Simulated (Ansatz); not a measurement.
# Ta: the cost of one run

Method: DFT PBE, scalar-relativistic, plane waves, PAW, in Ansatz 0.2.0.

### Step 1. The system as given

It takes space group Im-3m (No. 229, cubic). The conventional cell has a = 3.320 Å, b = 3.320 Å, c = 3.320 Å, α = 90.00°, β = 90.00°, γ = 90.00°. Ta (site symmetry m-3m) is surrounded by 8 Ta at 2.88 Å.

As a file:

```cif
data_structure
_symmetry_space_group_name_H-M 'Im-3m'
_symmetry_Int_Tables_number 229
_cell_length_a 3.3200
_cell_length_b 3.3200
_cell_length_c 3.3200
_cell_angle_alpha 90.000
_cell_angle_beta 90.000
_cell_angle_gamma 90.000
_cell_volume 36.59
loop_
_atom_site_label
_atom_site_type_symbol
_atom_site_symmetry_multiplicity
_atom_site_Wyckoff_symbol
_atom_site_fract_x
_atom_site_fract_y
_atom_site_fract_z
_atom_site_occupancy
Ta1 Ta 2 a 0.00000 0.00000 0.00000 1
```

### Step 2. Relaxing cell and atoms: Ta, no spin

Input file input.yaml:

```yaml
crystal:
  lattice:
    - [6.64, 0.0, 0.0]
    - [0.0, 6.64, 0.0]
    - [0.0, 0.0, 6.64]
  atoms:
    - { symbol: Ta, position: [0.0, 0.0, 0.0] }
    - { symbol: Ta, position: [0.25, 0.25, 0.25] }
    - { symbol: Ta, position: [0.0, 0.0, 0.5] }
    - { symbol: Ta, position: [0.25, 0.25, 0.75] }
    - { symbol: Ta, position: [0.0, 0.5, 0.0] }
    - { symbol: Ta, position: [0.25, 0.75, 0.25] }
    - { symbol: Ta, position: [0.0, 0.5, 0.5] }
    - { symbol: Ta, position: [0.25, 0.75, 0.75] }
    - { symbol: Ta, position: [0.5, 0.0, 0.0] }
    - { symbol: Ta, position: [0.75, 0.25, 0.25] }
    - { symbol: Ta, position: [0.5, 0.0, 0.5] }
    - { symbol: Ta, position: [0.75, 0.25, 0.75] }
    - { symbol: Ta, position: [0.5, 0.5, 0.0] }
    - { symbol: Ta, position: [0.75, 0.75, 0.25] }
    - { symbol: Ta, position: [0.5, 0.5, 0.5] }
    - { symbol: Ta, position: [0.75, 0.75, 0.75] }
scf:
  occupations: { method: gaussian, width: 0.1 }
output:
  forces: true
  stress: true
  eigenvalues: true
hamiltonian:
  xc: pbe
kpoints:
  mp_grid: { grid: [8, 8, 8] }
relax:
  f_tol: 0.01
  max_steps: 60
  cell: { stress_tol: 0.03 }
```

Run with:

```bash
$ ansatz run input.yaml --threads 4 --pin off --max-ram 8192MiB --backend cpu --events-out ev --progress --plain --runs-dir out
```

What time and memory should one allow on 4 threads of AMD EPYC 7R43 (Zen 3), shared host?

About 75 s, with a peak of 1.6 GiB.
